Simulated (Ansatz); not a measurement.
# ClH₆NSi₃: up Jacob's ladder to CCSD(T)

An exercise on one series of results from a longer session: the logs are not shown, and one member is left open.

Computed with Ansatz 0.2.0, Gaussian basis. Level: functionals in def2-TZVPP, the program's frozen cores in correlated methods.

Plan: LDA (SPW92), PBE-D4, revPBE-D4, BLYP-D4, r2SCAN-D4, B97M-V, PBE0-D4, B3LYP-D4, r2SCANh-D4, r2SCAN0-D4, HSE06-D4, BHLYP-D4, CAM-B3LYP-D4, LC-ωPBE, ωB97X-V, ωB97M-V, B2PLYP, PBE-QIDH; CCSD(T)/def2-SVP; CCSD(T)/def2-TZVPP; MP2/def2-QZVPP; extrapolation to the limit; RPA on PBE.

## Structure used throughout

An earlier PBE0-D4 in a triple-zeta def2 set relaxation fixed the geometry.

11 atoms, charge 0, spin multiplicity 1.

Atoms are counted from 1 here; the program's logs count them from 0.

Bond lengths: Si1–N2 1.762 Å, Si1–H6 1.489 Å, Si1–H7 1.481 Å, Si1–H8 1.481 Å, N2–Si3 1.755 Å, N2–Si4 1.723 Å, Si3–H9 1.484 Å, Si3–H10 1.486 Å, Si3–H11 1.484 Å, Si4–Cl5 2.112 Å. Angles: N2–Si1–H6 105.5°, N2–Si1–H7 111.3°, N2–Si1–H8 111.3°, H6–Si1–H7 108.9°, H6–Si1–H8 108.9°, H7–Si1–H8 110.8°, Si1–N2–Si3 116.8°, Si1–N2–Si4 126.0°, Si3–N2–Si4 117.2°, N2–Si3–H9 110.4°, N2–Si3–H10 107.2°, N2–Si3–H11 110.4°, H9–Si3–H10 109.9°, H9–Si3–H11 109.0°, H10–Si3–H11 109.9°, N2–Si4–Cl5 100.1°.

Coordinates:

```
Si   -1.34703   -0.20117    0.39952
N     0.16935    0.23246   -0.38583
Si    1.64620   -0.31180    0.38974
Si    0.33260    1.13827   -1.84244
Cl   -1.70060    1.49331   -2.28936
H    -0.95947   -0.97202    1.61349
H    -2.10012    1.00328    0.81709
H    -2.17621   -1.06474   -0.47169
H     1.75017    0.25238    1.75866
H     2.78020    0.16644   -0.44265
H     1.67031   -1.79351    0.47397
```

The first run:

Input file in.yaml:

```yaml
crystal:
  periodic: [false, false, false]
  atoms:
    - {symbol: Si, position_ang: [-1.347035, -0.201173, 0.399523]}
    - {symbol: N, position_ang: [0.169350, 0.232462, -0.385834]}
    - {symbol: Si, position_ang: [1.646201, -0.311804, 0.389741]}
    - {symbol: Si, position_ang: [0.332605, 1.138267, -1.842438]}
    - {symbol: Cl, position_ang: [-1.700603, 1.493313, -2.289360]}
    - {symbol: H, position_ang: [-0.959469, -0.972019, 1.613489]}
    - {symbol: H, position_ang: [-2.100121, 1.003285, 0.817086]}
    - {symbol: H, position_ang: [-2.176206, -1.064742, -0.471693]}
    - {symbol: H, position_ang: [1.750168, 0.252378, 1.758661]}
    - {symbol: H, position_ang: [2.780202, 0.166442, -0.442648]}
    - {symbol: H, position_ang: [1.670307, -1.793508, 0.473971]}
basis:
  gaussian: {orbitals: def2-TZVPP}
hamiltonian: {xc: lda}
output: {orbitals: {seedname: orbitals}}
```

Among the steps run: LDA; PBE-D4 (GGA); revPBE-D4 (GGA); BLYP-D4 (GGA); r2SCAN-D4 (meta-GGA); B97M-V (meta-GGA); PBE0-D4 (hybrid); B3LYP-D4 (hybrid); r2SCANh-D4 (hybrid); r2SCAN0-D4 (hybrid); HSE06-D4 (hybrid); BHLYP-D4 (hybrid); CAM-B3LYP-D4 (range-separated); LC-ωPBE-D4 (range-separated; the results give it without D4); ωB97X-V (range-separated); ωB97M-V (range-separated); B2PLYP (double hybrid); PBE-QIDH (double hybrid).

One table of the session follows, with a row left open; its other results are not shown here.

It belongs to the step «Frontier levels by functional». 

| functional | HOMO (eV) | LUMO (eV) | gap (eV) |
| --- | --- | --- | --- |
| LDA (SPW92) | -6.29 | -2.99 | 3.30 |
| PBE-D4 | -6.18 | -2.83 | 3.35 |
| revPBE-D4 | -6.13 | -2.76 | 3.36 |
| BLYP-D4 | -6.03 | -2.66 | 3.37 |
| r2SCAN-D4 | -6.39 | -2.76 | 3.63 |
| B97M-V | -6.53 | -2.76 | 3.77 |
| PBE0-D4 | -7.25 | -2.04 | 5.22 |
| B3LYP-D4 | -7.06 | -2.19 | 4.87 |
| r2SCANh-D4 | -6.78 | -2.45 | 4.33 |
| r2SCAN0-D4 | -7.38 | -2.00 | 5.38 |
| HSE06-D4 | -6.86 | -2.41 | 4.44 |
| BHLYP-D4 | ? | ? | ? |
| CAM-B3LYP-D4 | -8.52 | -0.93 | 7.59 |
| LC-ωPBE | -9.81 | 0.09 | 9.90 |
| ωB97X-V | -9.49 | 0.02 | 9.51 |
| ωB97M-V | -9.35 | -0.08 | 9.27 |

Estimate the missing values for BHLYP-D4.

Worked estimate for «HOMO (eV)». Against the share of exact exchange, BLYP-D4 (0, -6.03), B3LYP-D4 (0.2, -7.06) give a slope of -5.15 per unit share; at 0.5 the line stands at -8.60.

As computed: HOMO (eV): -8.22; LUMO (eV): -1.11; gap (eV): 7.11. In «HOMO (eV)» the line misses by -0.38.
